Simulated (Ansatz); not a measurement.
**Si₄H₈O: basis-set convergence**

Aim: see how fast density functionals converge with the basis set for Si₄H₈O.

Method: one geometry, several basis sets; program: Ansatz 0.2.0, Gaussian basis.

Levels to be run: PBE0-D4/def2-SVP; ωB97M-V/def2-SVP; PBE0-D4/def2-QZVPP; ωB97M-V/def2-QZVPP; the functionals' def2-TZVPP values are taken from earlier runs.

**1. The relaxed structure**

The geometry comes from an earlier relaxation with PBE0-D4 in a triple-zeta def2 set; it is a stationary point, not always the lowest conformer.

13 atoms, charge 0, spin multiplicity 1.

Atoms are counted from 1 here; the program's logs count them from 0.

Bond lengths: Si1–Si2 2.340 Å, Si1–H6 1.486 Å, Si1–H7 1.488 Å, Si1–H8 1.484 Å, Si2–Si3 2.334 Å, Si2–H9 1.487 Å, Si2–H10 1.490 Å, Si3–O4 1.647 Å, Si3–Si5 2.474 Å, Si3–H11 1.484 Å, Si3–H13 1.576 Å, O4–Si5 1.723 Å, Si5–H12 1.549 Å. Angles: Si2–Si1–H6 108.7°, Si2–Si1–H7 109.8°, Si2–Si1–H8 110.4°, H6–Si1–H7 108.9°, H6–Si1–H8 109.7°, H7–Si1–H8 109.3°, Si1–Si2–Si3 106.4°, Si1–Si2–H9 112.5°, Si1–Si2–H10 110.4°, Si3–Si2–H9 109.9°, Si3–Si2–H10 109.3°, H9–Si2–H10 108.3°, Si2–Si3–O4 112.9°, Si2–Si3–Si5 114.7°, Si2–Si3–H11 118.7°, Si2–Si3–H13 110.7°, O4–Si3–Si5 44.0°, O4–Si3–H11 112.8° and more.

Coordinates:

```mol
H8OSi4
  3D, bonds by distance, orders not assigned

 13 13  0  0  0  0  0  0  0  0999 V2000
   -1.8217    0.9615    0.5090 Si  0  0
    0.3863    1.2987   -0.1901 Si  0  0
    1.5241   -0.6944    0.2368 Si  0  0
    0.5400   -1.8844    0.8107 O   0  0
    0.4498   -2.7197   -0.6940 Si  0  0
   -1.8259    0.7199    1.9752 H   0  0
   -2.6340    2.1735    0.2183 H   0  0
   -2.4136   -0.2046   -0.1919 H   0  0
    0.4800    1.6363   -1.6356 H   0  0
    1.0158    2.4021    0.5893 H   0  0
    2.8259   -0.6343    0.9464 H   0  0
   -0.3821   -1.6547   -1.4505 H   0  0
    1.8760   -1.4346   -1.1090 H   0  0
  1  2  8  0
  1  6  8  0
  1  7  8  0
  1  8  8  0
  2  3  8  0
  2  9  8  0
  2 10  8  0
  3  4  8  0
  3  5  8  0
  3 11  8  0
  3 13  8  0
  4  5  8  0
  5 12  8  0
M  END
```

**2. PBE0-D4 in def2-SVP**

in.yaml reads:

```yaml
crystal:
  periodic: [false, false, false]
  atoms:
    - {symbol: Si, position_ang: [-1.821716, 0.961501, 0.509018]}
    - {symbol: Si, position_ang: [0.386295, 1.298725, -0.190086]}
    - {symbol: Si, position_ang: [1.524126, -0.694381, 0.236845]}
    - {symbol: O, position_ang: [0.540015, -1.884441, 0.810749]}
    - {symbol: Si, position_ang: [0.449807, -2.719718, -0.694028]}
    - {symbol: H, position_ang: [-1.825938, 0.719894, 1.975224]}
    - {symbol: H, position_ang: [-2.634005, 2.173495, 0.218267]}
    - {symbol: H, position_ang: [-2.413632, -0.204613, -0.191940]}
    - {symbol: H, position_ang: [0.480018, 1.636292, -1.635648]}
    - {symbol: H, position_ang: [1.015780, 2.402114, 0.589295]}
    - {symbol: H, position_ang: [2.825908, -0.634344, 0.946408]}
    - {symbol: H, position_ang: [-0.382114, -1.654670, -1.450451]}
    - {symbol: H, position_ang: [1.875955, -1.434557, -1.108950]}
basis:
  gaussian: {orbitals: def2-SVP}
hamiltonian: {xc: pbe0, dispersion: d4}
output: {orbitals: {seedname: orbitals}}
```

On the command line:

```sh
ansatz run in.yaml --threads 4 --pin off --events-out ev --progress --plain --max-ram 10444MiB
```

After this run come: ωB97M-V in def2-SVP; PBE0-D4 in def2-QZVPP; ωB97M-V in def2-QZVPP.

**Question.** What will the summary of the whole plan be? Wanted: PBE0-D4: double and triple zeta above quadruple; ωB97M-V: double and triple zeta above quadruple.

The runs gave:

```
                                       quantity           value
PBE0-D4: double and triple zeta above quadruple  15.06, 1.19 eV
ωB97M-V: double and triple zeta above quadruple  15.12, 1.12 eV
```

What this shows: PBE0-D4 gains 13.87 eV from double to triple zeta, then 1.19 eV more. These are total energies; as a rule much of such shifts cancels in differences, which this series doesn't test.
